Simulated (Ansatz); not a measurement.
**SnTe: how the settings move a relaxation**

Aim: see which settings change the result for SnTe, by how much, and at what cost.

The COD entry's cell or inner coordinates are ideal or old and differ from later refinements, so a difference from it is no clean test against experiment.

Computed with Ansatz 0.2.0 (reference: DFT, r2SCAN, PAW with Ansatz's default frozen-core files, scalar-relativistic; relaxation of cell and atoms, unless a step's input says otherwise).

### Step 1. The structure to begin with

The structure is cubic, space group Fm-3m (No. 225). Conventional cell: a = 6.302 Å, b = 6.302 Å, c = 6.302 Å, α = 90.00°, β = 90.00°, γ = 90.00°. Sn (site symmetry m-3m) is surrounded by 6 Te at 3.15 Å. Te (site symmetry m-3m) has 6 Sn at 3.15 Å as nearest neighbours.

Coordinates:

```cif
data_structure
_symmetry_space_group_name_H-M 'Fm-3m'
_symmetry_Int_Tables_number 225
_cell_length_a 6.3017
_cell_length_b 6.3017
_cell_length_c 6.3017
_cell_angle_alpha 90.000
_cell_angle_beta 90.000
_cell_angle_gamma 90.000
_cell_volume 250.25
loop_
_atom_site_label
_atom_site_type_symbol
_atom_site_symmetry_multiplicity
_atom_site_Wyckoff_symbol
_atom_site_fract_x
_atom_site_fract_y
_atom_site_fract_z
_atom_site_occupancy
Sn1 Sn 4 a 0.00000 0.00000 0.00000 1
Te1 Te 4 b 0.50000 0.00000 0.00000 1
```

### Step 2. Reference

The input, input.yaml:

```yaml
crystal:
  lattice:
    - [0.0, 3.15085, 3.15085]
    - [3.15085, 0.0, 3.15085]
    - [3.15085, 3.15085, 0.0]
  atoms:
    - { symbol: Sn, position: [0.0, 0.0, 0.0] }
    - { symbol: Te, position: [0.5, 0.5, 0.5] }
kpoints:
  mp_grid: { grid: [14, 14, 14] }
scf:
  occupations: { method: fermi_dirac, width: 0.1 }
hamiltonian:
  xc: r2scan
  pseudopotentials: { kind: paw }
relax:
  f_tol: 0.002
  max_steps: 80
  cell: {}
output:
  forces: true
  stress: true
```

Run with:

```
> ansatz run input.yaml --threads 1 --pin off --max-ram 2560MiB --backend cpu --events-out ev --progress --plain --runs-dir out
```

The main lines of its log:

```text
[...]
Basis set: ecut = 500 eV, 1639 PW (Γ), exchange–correlation on 144×144×144 points (64 copies of the dense FFT grid, shifted against one another)
[...]
k-points: 104 of 2744
[...]
SCF iter   1: F=—  HF=-13033.968648 eV  |F-HF|=—  |Δ(HF+E_count)|=         —  Δρ=3.48e-3  dr2=4.93e-3  dr2_τ=6.04e-4  ethr=1.77e-3  ⟨swp⟩=6.0  Hψ=10191  notcnv=0
preconditioner: auto → none  [insulator: Δε(μ)=0.320 eV  Ē_g=9.175 eV  σ=0.100 eV  W_gap=0.65  n_scr=14 (ndim 8)  ℏωp=14.8 eV  f_vac=0.009  D(μ)=0.07/eV (n_scr^D=0)  ε∞_Penn≈3.6]
SCF iter   2: F=—  HF=-13033.979462 eV  |F-HF|=—  |Δ(HF+E_count)|=   1.08e-2  Δρ=1.38e-3  dr2=9.26e-4  dr2_τ=2.64e-5  ethr=1.64e-5  ⟨swp⟩=2.0  Hψ=4230  notcnv=0
[...]
relax step   1: F+E_penalty+E_count = -13033.97983556 eV  Δ(F+E_penalty+E_count) = +0.000e0 eV  max|allowed force component| = 1.466e-29 eV/Å  Δτ_max = 0.0000 Å  P = +1.496 GPa  Ω = 62.562 Å³  (6 SCF iters, dr2 threshold 1.00e-7 eV, accepted)
[...]
relax step   2: F+E_penalty+E_count = -13033.98759908 eV  Δ(F+E_penalty+E_count) = -7.764e-3 eV  max|allowed force component| = 7.330e-30 eV/Å  Δτ_max = 0.0000 Å  P = -0.498 GPa  Ω = 65.331 Å³  energy of the carried Pulay correction = -2.052e-4 eV  (6 SCF iter
[...]
relax step   3: F+E_penalty+E_count = -13033.98882666 eV  Δ(F+E_penalty+E_count) = -1.228e-3 eV  max|allowed force component| = 8.480e-30 eV/Å  Δτ_max = 0.0000 Å  P = -0.026 GPa  Ω = 64.617 Å³  energy of the carried Pulay correction = -1.531e-4 eV  (6 SCF iter
[...]
SCF iter   4: F=—  HF=-13033.988999 eV  |F-HF|=—  |Δ(HF+E_count)|=   3.02e-9  Δρ=5.85e-7  dr2=9.29e-11  dr2_τ=2.30e-11  ethr=7.16e-12  ⟨swp⟩=2.0  Hψ=2504  notcnv=0
SCF iter   5: F=-13033.988999 eV  HF=-13033.988999 eV  |F-HF|=3.64e-12  |Δ(HF+E_count)|=  9.33e-10  Δρ=7.02e-8  dr2=3.84e-12  dr2_τ=1.55e-13  ethr=1.00e-12  ⟨swp⟩=7.0  Hψ=9611  notcnv=0
[...]
relax step   4: F+E_penalty+E_count = -13033.98899863 eV  Δ(F+E_penalty+E_count) = -1.720e-4 eV  max|allowed force component| = 1.216e-29 eV/Å  Δτ_max = 0.0000 Å  P = -0.023 GPa  Ω = 64.617 Å³  stress off target by 2.32e-2 GPa  SCF on the basis re-selected at 
[...]
SCF converged after 5 iterations
Free energy (F): -13033.988999 eV
[...]
E sigma→0 (E₀):  -13033.987694 eV
[...]
Fermi energy:    9.225748 eV
[...]
  P = ⅓ Tr σ = -0.0232 GPa (-0.232 kbar)
--- Relaxed structure (3 steps of the walk, 3 accepted, 1 SCFs on fresh bases) ---
[...]
```

Wall time 60 s (1 thread of Arm Neoverse V2, shared host); peak memory 0.65 GiB.

### Step 3. Variant: preconditioner resta

Edit input.yaml of step 2 so:

```diff
@@ -12,2 +12,3 @@
   occupations: { method: fermi_dirac, width: 0.1 }
+  mixing: { preconditioner: resta }
 hamiltonian:
```

Run with:

```
> ansatz run input.yaml --threads 1 --pin off --max-ram 2560MiB --backend cpu --events-out ev --progress --plain --runs-dir out
```

Log:

```text
Engine: ansatz 0.2.0
Pseudopotentials: kind: paw
Pseudopotential: Sn, paw, valence charge 14, recommended cutoff 500 eV (meta_gga), Sn.paw.azcp
Pseudopotential: Te, paw, valence charge 16, recommended cutoff 500 eV (meta_gga), Te.paw.azcp
Functional definition: r2SCAN
  parameter k0 = 0.174
  parameter k1 = 0.065
  parameter a1 = 4.9479
  exchange = r2scan_x(k0 = k0, k1 = k1, a1 = a1)
  correlation = r2scan_c
Crystal: 2 atoms, lattice volume = 62.562 Å³
Basis set: ecut = 500 eV, 1639 PW (Γ), exchange–correlation on 144×144×144 points (64 copies of the dense FFT grid, shifted against one another)
Bands: 19, of which v1, the nominal top of the filled ones, is band 15 counted from 1 (14 counted from 0)
Symmetry: 48 space group operations
Space group: Fm-3m (ITA 225), of the structure as read, at distance tolerance 4.0e-5 Å
k-points: 104 of 2744
Non-local potential: Sn, projectors of the file, l = 0: 2, l = 1: 2, l = 2: 2, l = 3: 2
Non-local potential: Te, projectors of the file, l = 0: 2, l = 1: 2, l = 2: 2, l = 3: 2
PAW form: soft (Blöchl's): semilocal exchange-correlation on the pseudo side does not see the compensation charge
PAW frozen core: Sn, regenerated for the run's functional (the file was generated under x = pbe(κ = 0.804, μ = 0.2195149727645171), c = pbe(β = 0.06672455060314922))
PAW frozen core: Te, regenerated for the run's functional (the file was generated under x = pbe(κ = 0.804, μ = 0.2195149727645171), c = pbe(β = 0.06672455060314922))
PAW one-centre angular grid: Sn, 590 points (default); XC on 249 of its mesh's 2787 points in the sphere
PAW one-centre angular grid: Te, 590 points (default); XC on 160 Gauss nodes
Initial density: superposition of atomic densities (neutral atoms: chi_scale 0, normalization atom), corrected by the library's trained network
Initial wavefunctions: pseudopotential atomic-orbital guess
Functional: x = r2scan, c = r2scan; τ floored in thin density (d = 2e-4 eV/Å³)
SCF iter   1: F=—  HF=-13033.968648 eV  |F-HF|=—  |Δ(HF+E_count)|=         —  Δρ=3.48e-3  dr2=4.93e-3  dr2_τ=6.04e-4  ethr=1.77e-3  ⟨swp⟩=6.0  Hψ=10191  notcnv=0
preconditioner: resta → Resta (q_TF=auto, 2.414 Å⁻¹)  ε∞=3.6, the Penn estimate 3.6183155424234186  [insulator: Δε(μ)=0.320 eV  Ē_g=9.175 eV  σ=0.100 eV  W_gap=0.65  ℏωp=14.8 eV]
SCF iter   2: F=—  HF=-13033.979583 eV  |F-HF|=—  |Δ(HF+E_count)|=   1.09e-2  Δρ=1.78e-3  dr2=2.05e-3  dr2_τ=2.84e-5  ethr=1.64e-5  ⟨swp⟩=2.0  Hψ=4221  notcnv=0
SCF iter   3: F=—  HF=-13033.979828 eV  |F-HF|=—  |Δ(HF+E_count)|=   2.45e-4  Δρ=5.11e-4  dr2=1.01e-4  dr2_τ=7.07e-6  ethr=6.83e-6  ⟨swp⟩=2.0  Hψ=2455  notcnv=0
SCF iter   4: F=—  HF=-13033.979836 eV  |F-HF|=—  |Δ(HF+E_count)|=   8.08e-6  Δρ=1.44e-4  dr2=1.29e-5  dr2_τ=2.49e-7  ethr=3.37e-7  ⟨swp⟩=2.4  Hψ=3506  notcnv=0
SCF iter   5: F=—  HF=-13033.979836 eV  |F-HF|=—  |Δ(HF+E_count)|=   3.17e-7  Δρ=3.64e-5  dr2=9.74e-7  dr2_τ=2.97e-8  ethr=4.29e-8  ⟨swp⟩=2.5  Hψ=3350  notcnv=0
SCF iter   6: F=—  HF=-13033.979836 eV  |F-HF|=—  |Δ(HF+E_count)|=   7.99e-8  Δρ=1.39e-5  dr2=1.96e-7  dr2_τ=1.25e-9  ethr=3.25e-9  ⟨swp⟩=2.0  Hψ=3413  notcnv=0
SCF iter   7: F=-13033.979836 eV  HF=-13033.979836 eV  |F-HF|=1.04e-8  |Δ(HF+E_count)|=   6.35e-9  Δρ=5.88e-6  dr2=2.10e-8  dr2_τ=3.61e-10  ethr=3.33e-10  ⟨swp⟩=5.0  Hψ=6154  notcnv=0
SCF 1 converged in 7 iterations: F = -13033.979836 eV  dr2 = 2.10e-8
relax step   1: F+E_penalty+E_count = -13033.97983557 eV  Δ(F+E_penalty+E_count) = +0.000e0 eV  max|allowed force component| = 2.202e-29 eV/Å  Δτ_max = 0.0000 Å  P = +1.496 GPa  Ω = 62.562 Å³  (7 SCF iters, dr2 threshold 1.00e-7 eV, accepted)
Crystal: 2 atoms, lattice volume = 65.330 Å³
Initial density: handed on by an earlier stage of this run
Initial wavefunctions: those handed on with the density
iter 1 solved again at ethr=1.71e-5 eV; its pass at ethr=3.10e-3 eV (dr2=5.14e-3 eV) is discarded
SCF iter   1: F=—  HF=-13033.960238 eV  |F-HF|=—  |Δ(HF+E_count)|=         —  Δρ=1.78e-3  dr2=5.15e-3  dr2_τ=7.77e-3  ethr=1.71e-5  ⟨swp⟩=2.0  Hψ=12803  notcnv=0
preconditioner: resta → none: no Penn estimate of ε∞ (the spectrum reads as a metal's), so the residual is mixed unfiltered; type scf.mixing.eps_inf to filter at a value of your own  [metal: Δε(μ)=0.197 eV  Ē_g=8.929 eV  σ=0.100 eV  W_gap=0.39  ℏωp=14.5 eV]
SCF iter   2: F=—  HF=-13033.988030 eV  |F-HF|=—  |Δ(HF+E_count)|=   2.78e-2  Δρ=9.39e-4  dr2=1.59e-3  dr2_τ=2.95e-5  ethr=1.71e-5  ⟨swp⟩=3.0  Hψ=3861  notcnv=0
SCF iter   3: F=—  HF=-13033.987577 eV  |F-HF|=—  |Δ(HF+E_count)|=   4.53e-4  Δρ=3.58e-4  dr2=1.44e-4  dr2_τ=1.29e-6  ethr=5.30e-6  ⟨swp⟩=2.0  Hψ=2336  notcnv=0
SCF iter   4: F=—  HF=-13033.987605 eV  |F-HF|=—  |Δ(HF+E_count)|=   2.77e-5  Δρ=1.19e-4  dr2=2.10e-5  dr2_τ=5.79e-7  ethr=4.79e-7  ⟨swp⟩=2.0  Hψ=2497  notcnv=0
SCF iter   5: F=—  HF=-13033.987602 eV  |F-HF|=—  |Δ(HF+E_count)|=   3.22e-6  Δρ=5.94e-5  dr2=5.91e-6  dr2_τ=2.93e-8  ethr=6.99e-8  ⟨swp⟩=1.3  Hψ=2004  notcnv=0
SCF iter   6: F=—  HF=-13033.987600 eV  |F-HF|=—  |Δ(HF+E_count)|=   1.13e-6  Δρ=2.51e-5  dr2=9.93e-7  dr2_τ=5.89e-9  ethr=1.97e-8  ⟨swp⟩=2.0  Hψ=2166  notcnv=0
SCF iter   7: F=-13033.987600 eV  HF=-13033.987600 eV  |F-HF|=2.85e-8  |Δ(HF+E_count)|=   1.48e-7  Δρ=6.58e-6  dr2=5.98e-8  dr2_τ=2.89e-10  ethr=6.67e-10  ⟨swp⟩=5.1  Hψ=6974  notcnv=0
SCF 2 converged in 7 iterations: F = -13033.987600 eV  dr2 = 5.98e-8
relax step   2: F+E_penalty+E_count = -13033.98760020 eV  Δ(F+E_penalty+E_count) = -7.765e-3 eV  max|allowed force component| = 9.729e-30 eV/Å  Δτ_max = 0.0000 Å  P = -0.496 GPa  Ω = 65.330 Å³  energy of the carried Pulay correction = -2.052e-4 eV  (7 SCF iters, dr2 threshold 2.00e-7 eV, accepted)
Crystal: 2 atoms, lattice volume = 64.618 Å³
iter 1 solved again at ethr=1.09e-6 eV; its pass at ethr=3.10e-3 eV (dr2=3.28e-4 eV) is discarded
SCF iter   1: F=—  HF=-13033.987221 eV  |F-HF|=—  |Δ(HF+E_count)|=         —  Δρ=4.22e-4  dr2=2.90e-4  dr2_τ=4.83e-4  ethr=1.09e-6  ⟨swp⟩=2.7  Hψ=11963  notcnv=0
preconditioner: resta → Resta (q_TF=auto, 2.401 Å⁻¹)  ε∞=3.6, the Penn estimate 3.6354239050821495  [insulator: Δε(μ)=0.268 eV  Ē_g=8.998 eV  σ=0.100 eV  W_gap=0.51  ℏωp=14.6 eV]
SCF iter   2: F=—  HF=-13033.988822 eV  |F-HF|=—  |Δ(HF+E_count)|=   1.60e-3  Δρ=1.33e-4  dr2=1.80e-5  dr2_τ=9.89e-7  ethr=9.65e-7  ⟨swp⟩=2.9  Hψ=3179  notcnv=0
preconditioner: resta → none: no Penn estimate of ε∞ (the spectrum reads as a metal's), so the residual is mixed unfiltered; type scf.mixing.eps_inf to filter at a value of your own  [metal: Δε(μ)=0.265 eV  Ē_g=8.996 eV  σ=0.100 eV  W_gap=0.50  ℏωp=14.6 eV]
SCF iter   3: F=—  HF=-13033.988825 eV  |F-HF|=—  |Δ(HF+E_count)|=   2.87e-6  Δρ=6.29e-5  dr2=3.68e-6  dr2_τ=2.24e-8  ethr=6.01e-8  ⟨swp⟩=1.8  Hψ=2140  notcnv=0
SCF iter   4: F=-13033.988826 eV  HF=-13033.988826 eV  |F-HF|=1.53e-9  |Δ(HF+E_count)|=   1.08e-6  Δρ=6.54e-6  dr2=2.47e-8  dr2_τ=1.18e-9  ethr=6.67e-10  ⟨swp⟩=3.8  Hψ=7884  notcnv=0
SCF 3 converged in 4 iterations: F = -13033.988826 eV  dr2 = 2.47e-8
relax step   3: F+E_penalty+E_count = -13033.98882635 eV  Δ(F+E_penalty+E_count) = -1.226e-3 eV  max|allowed force component| = 6.258e-29 eV/Å  Δτ_max = 0.0000 Å  P = -0.027 GPa  Ω = 64.618 Å³  energy of the carried Pulay correction = -1.532e-4 eV  (4 SCF iters, dr2 threshold 2.00e-7 eV, accepted)
Initial wavefunctions: pseudopotential atomic-orbital guess (no wavefunctions were taken with the density)
iter 1 solved again at ethr=1.69e-7 eV; its pass at ethr=3.10e-3 eV (dr2=5.07e-5 eV) is discarded
SCF iter   1: F=—  HF=-13033.988997 eV  |F-HF|=—  |Δ(HF+E_count)|=         —  Δρ=2.09e-5  dr2=3.96e-8  dr2_τ=1.70e-7  ethr=1.69e-7  ⟨swp⟩=3.1  Hψ=15706  notcnv=0
SCF iter   2: F=—  HF=-13033.988998 eV  |F-HF|=—  |Δ(HF+E_count)|=   5.87e-7  Δρ=1.04e-5  dr2=8.35e-9  dr2_τ=8.32e-9  ethr=1.32e-10  ⟨swp⟩=2.8  Hψ=3784  notcnv=0
SCF iter   3: F=—  HF=-13033.988998 eV  |F-HF|=—  |Δ(HF+E_count)|=   3.55e-7  Δρ=1.90e-6  dr2=1.59e-9  dr2_τ=1.88e-10  ethr=2.78e-11  ⟨swp⟩=2.0  Hψ=3057  notcnv=0
SCF iter   4: F=—  HF=-13033.988998 eV  |F-HF|=—  |Δ(HF+E_count)|=   6.96e-9  Δρ=2.90e-7  dr2=2.36e-11  dr2_τ=5.13e-12  ethr=5.29e-12  ⟨swp⟩=3.0  Hψ=3755  notcnv=0
SCF iter   5: F=-13033.988998 eV  HF=-13033.988998 eV  |F-HF|=5.28e-11  |Δ(HF+E_count)|=    0.00e0  Δρ=1.29e-7  dr2=3.73e-12  dr2_τ=1.21e-12  ethr=1.00e-12  ⟨swp⟩=6.5  Hψ=8682  notcnv=0
SCF 4 converged in 5 iterations: F = -13033.988998 eV  dr2 = 3.73e-12
relax step   4: F+E_penalty+E_count = -13033.98899833 eV  Δ(F+E_penalty+E_count) = -1.720e-4 eV  max|allowed force component| = 6.258e-29 eV/Å  Δτ_max = 0.0000 Å  P = -0.024 GPa  Ω = 64.618 Å³  stress off target by 2.41e-2 GPa  SCF on the basis re-selected at this cell (its energy is not comparable with the rows above)  (5 SCF iters)
basis re-selected at this cell: Δ(F+E_penalty+E_count) = -1.720e-4 eV, ΔP = +0.003 GPa vs the last step (what re-selecting the basis moved, of the pressure what is left beyond the Pulay correction that the steps carried, after the strain that the cell walked since its last selection, with what the two solves' SCF thresholds leave and, on support functions, any second-order correction that the steps lacked; it is no measure of the basis error at this ecutwfc). This SCF's stress stands 2.41e-2 GPa from its target on what of the cell is left free (relax.cell.stress_tol is 5.00e-2 GPa) and its largest allowed force component is 6.26e-29 eV/Å (relax.f_tol is 2.00e-3 eV/Å): within both
SCF converged after 5 iterations
Free energy (F): -13033.988998 eV
Harris-Foulkes:  -13033.988998 eV  (|F-HF|=5.28e-11)
Internal energy: -13033.986390 eV  (E = F + TS)
E sigma→0 (E₀):  -13033.987694 eV
Entropy (-TS):   -0.002609 eV (-1.304 meV/atom)
Fermi energy:    9.225428 eV
--- Per-component energies (eV) ---
  E_band       = -387.534577
  E_kinetic    = 364.802289
  E_local      = -2202.688351  (includes V_loc(G=0)·N_el)
  E_nonlocal   = -343.679805
  E_hartree    = 1373.462590
  E_xc         = -490.624194
  E_vxc        = -216.668097  (∫ρ·V_xc dr)
  E_paw        = -8842.145408  (= ΣΔE_a)
  E_vpaw       = -749.603510  (= ΣTr[D̂ρ^β])
  E_aug_tail   = -0.000036  (compensation charges beyond the density's cutoff)
  E_vtau       = 13.377699  (kinetic-family band-sum trace: ∫τ·v_τ [+ j·A + Jᵃ·Aᵃ] dr)
  E_ewald      = -2894.133650
  E_core_change = 1.020175  (= ΣΔE_core)
  E_smearing   = -0.002609  (= −TS)
  E_closure    = -0.000000  (closes the sum)
  Σ components = -13033.988998   (vs F -13033.988998, Δ=0.00e0)
--- Forces (eV/Å), atoms counted from 1 ---
  atom   1  Sn     0.00000000    -0.00000000    -0.00000000
  atom   2  Te    -0.00000000     0.00000000     0.00000000
  max |Σ_I F_I| component: 1.10e-28 eV/Å
--- Stress (GPa, compression-positive) ---
       -0.024128      -0.000000      -0.000000
       -0.000000      -0.024128       0.000000
       -0.000000      -0.000000      -0.024128
  P = ⅓ Tr σ = -0.0241 GPa (-0.241 kbar)
--- Relaxed structure (3 steps of the walk, 3 accepted, 1 SCFs on fresh bases) ---
  F+E_penalty+E_count = -13033.98899833 eV   max|allowed force component| = 6.258e-29 eV/Å   (the final SCF, on the basis selected at the relaxed cell)
  cell:  # Å, volume = 64.6180 Å³
    - [2.9298389189149645e-34, 3.184988302334484, 3.184988302334484]
    - [3.184988302334484, -1.1464587074015083e-34, 3.184988302334484]
    - [3.184988302334484, 3.184988302334484, -9.171669659212062e-34]
  atoms:
    - { symbol: Sn, position: [-2.2284842467307064e-36, 2.5468391391268048e-36, 7.003807632645545e-36] }
    - { symbol: Te, position: [0.5000000000000001, 0.5000000000000001, 0.5000000000000001] }
```

Run time: 57 s. Hardware: 1 thread of Arm Neoverse V2, shared host; peak memory 0.65 GiB.

The changed mixing doesn't alter the result here (within 0.5 meV/atom).

### Step 4. Side by side

```csv
run,ending,energy change,pressure (GPa),gap (eV),force (eV/Å),cycles,time
reference,converged,0,0.0,0.13,0.00,23,60 s
1: preconditioner resta,converged,0.0 meV/atom,0.0,0.13,0.00,23,57 s
```

The changed mixing doesn't alter the result here (within 0.5 meV/atom). The gap of the reference lacks spin-orbit coupling, though the cell holds Te.
